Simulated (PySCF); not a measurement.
# CH4Se (methaneselenol): the cost of one run

Programs: PySCF 2.14.0, with routines of our own; each step states its level. All values are computed. Atoms count from 0.

## (1) The starting structure

6 atoms, charge 0, multiplicity 1; geometry from: GFN2-xTB.

## (2) Geometry optimisation at PBE0-D3(BJ)/def2-SVP

The job: settings as JSON, then the geometry in Å.

```
{"job": {"xc": "PBE0", "basis": "def2-SVP", "d3": "d3bj", "grid": 1, "maxiter": 30, "shake": 0.01, "kind": "geom"}, "charge": 0, "multiplicity": 1}
C     -0.530320    -0.033940    -0.042270
Se     1.259540    -0.684640    -0.337010
H     -0.777340     0.031760     1.010400
H     -0.618900     0.974210    -0.506510
H     -1.225270    -0.720820    -0.538230
H      1.916440     0.403420     0.368940
```

On the command line:

```console
OMP_NUM_THREADS=1 python heavy_run.py task.json out
```

One launch serves the whole session: the jobs run in the order shown.

**Question.** How long does this first job take on 1 thread of Arm Neoverse V2, shared host, and how much memory does it need?

About 7.5 s, with a peak of 0.29 GiB.
